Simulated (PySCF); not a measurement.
The system is FCClBr2, in a box.

```
CELL_PARAMETERS angstrom
12.00000 0.00000 0.00000
0.00000 12.00000 0.00000
0.00000 0.00000 12.00000
ATOMIC_POSITIONS crystal
F 0.59064 0.40378 0.52600
C 0.49401 0.45405 0.50655
Cl 0.41225 0.45214 0.62594
Br 0.42518 0.38973 0.38081
Br 0.53109 0.61292 0.47427
```

The cell isn't the ideal one: atoms moved at random, drawn with an rms of 0.05 Å.

Base run:

```yaml
Program: PySCF 2.14.0
Functional: PBE
Potentials_or_basis: 6-31g* (all-electron)
k_mesh: 1 × 1 × 1
Occupations: fixed
Spin: no spin polarisation
```

Its results: gap between the frontier levels 4.06 eV.

**Question.** The run is repeated on the same cell with these changes: functional from PBE to TM. What comes out?

**Answer.** Gap between the frontier levels 4.29 eV.

TM gives the wider gap, since meta-GGAs in the generalised Kohn-Sham scheme recover part of the derivative discontinuity.

Caveats: this is a molecule in a periodic box at the Γ point, so its band gap is the HOMO-LUMO gap; relativity is left out, which matters for the heavier elements; the basis of atomic orbitals isn't converged, which shifts pressures, moduli and gaps.

